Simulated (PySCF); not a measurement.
# Br4Dy ([DyBr4]-): the cost of one run

Computed with PySCF 2.14.0 and routines of our own; the level stands in each step. Atoms count from 0.

## 1. The system as given

5 atoms, charge -1, states of the metal's open shell are computed; geometry from: model geometry, bond lengths from ionic radii.

## 2. Ligand-field states: state-averaged CASSCF

Job settings and geometry (Å):

```
{"job": {"kind": "lf", "basis": {"metal": "x2c-TZVPall", "ligand": "x2c-SVPall"}, "nevpt": false, "roots": {"6": 21, "4": 128, "2": 130}}, "charge": -1, "metal": "Dy", "open_shell": "f9"}
Dy     0.000000     0.000000     0.000000
Br     1.531133     1.531133     1.531133
Br    -1.531133    -1.531133     1.531133
Br    -1.531133     1.531133    -1.531133
Br     1.531133    -1.531133    -1.531133
```

With the program's defaults for keys left out, this is: state-averaged CASSCF of the metal f shell, state-interaction spin-orbit coupling.

Command:

```console
$ OMP_NUM_THREADS=1 python lf_run.py task.json out
```

One launch serves the whole session: the jobs run in the order shown.

**Question.** How long does this first job take on 1 thread of Intel Xeon 6975P-C, shared host, and how much memory does it need?

About 63 s, with a peak of 0.77 GiB.
